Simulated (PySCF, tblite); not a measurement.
# C₇H₁₀F radical: geometry, infrared bands and EPR parameters

What infrared bands and EPR parameters should C₇H₁₀F radical (`C[C@@H]1C=C(F)C[CH]C1`) show?

The runs use tblite 0.8.0 and PySCF 2.14.0, with density-fitted response routines of our own; the level of theory stands in each step. All values are computed, except where a source is named. Atoms count from 0, in the outputs and in this text.

## Step 1: Starting geometry

18 atoms, charge 0, multiplicity 2; geometry from: force field or distance geometry start.

Bonds of the start (Å): C0–C1 1.55, C1–C2 1.45, C2–C3 1.32, C3–F4 1.35, C3–C5 1.50, C5–C6 1.49, C6–C7 1.48, C7–C1 1.50, C0–H8 1.10, C0–H9 1.09, C0–H10 1.11, C1–H11 1.10, C2–H12 1.09, C5–H13 1.12, C5–H14 1.10, C6–H15 1.08, C7–H16 1.13, C7–H17 1.12.

## Step 2: Geometry optimisation with GFN2-xTB

Job settings and geometry (Å):

```
{"job": {"kind": "relax", "xc": "GFN2-xTB", "basis": "xTB"}, "charge": 0, "multiplicity": 2}
C      2.040500    -0.063400     0.215500
C      0.795700    -0.012200    -0.704000
C      0.101600     1.243800    -0.480300
C     -1.042000     1.405500     0.166200
F     -1.628300     2.610100     0.327600
C     -1.694600     0.194400     0.769700
C     -1.425100    -1.000700    -0.072000
C     -0.017400    -1.247800    -0.443200
H      1.800600    -0.521000     1.191100
H      2.837100    -0.645400    -0.239300
H      2.315600     0.995100     0.381700
H      1.170100    -0.029300    -1.734900
H      0.527900     2.160800    -0.895900
H     -2.792300     0.399300     0.753800
H     -1.372100     0.097100     1.811700
H     -2.111400    -1.833000     0.013900
H      0.004800    -1.847500    -1.396000
H      0.480400    -1.899600     0.322600
```

Run with:

```bash
OMP_NUM_THREADS=1 python probes_run.py task.json out
```

One launch serves the whole session: the jobs run in the order shown.

**Question.** This job is followed by: GFN2-xTB harmonic vibrations, gas phase; UKS B3LYP, pcH-1 on C F H, non-relativistic, mean-field spin-orbit, GIAO. What will the session give for the following? strongest single infrared mode (GFN2-xTB); zero-point energy (GFN2-xTB); g(iso) (B3LYP); ⟨S²⟩; largest a(iso) (averaged by class); potential on the surface of density 0.002 e/bohr³, 1st and 99th percentile.

As calculated:

| quantity | value |
| --- | --- |
| strongest single infrared mode (GFN2-xTB) | 1745 cm⁻¹, 63 km/mol |
| zero-point energy (GFN2-xTB) | 92.9 kcal/mol |
| g(iso) (B3LYP) | 2.00265 |
| ⟨S²⟩ | 0.754 (exact 0.75) |
| largest a(iso) (averaged by class) | 1H on H13, 135.7 MHz |
| potential on the surface of density 0.002 e/bohr³, 1st and 99th percentile | -0.96 V and 0.77 V |

**Reading.** The optimisation took 129 steps and gained 0.511 eV; among the close pairs (by a distance rule), C1–C2 changed most, from 1.452 to 1.500 Å. All 48 modes are real, so the xTB geometry is a minimum. The strongest single mode, at 1745 cm⁻¹, moves mainly C3 and C2. GFN2-xTB is a fitted tight-binding method: band positions and strengths are rough. Its intensities can rank the bands wrongly. Most of the unpaired spin sits on C6 (1.03 e). The isotropic g lies 0.3 ppt above the free-electron value. The conformer search found further structures of the same energy, which may be mirror or relabelled copies of this one.
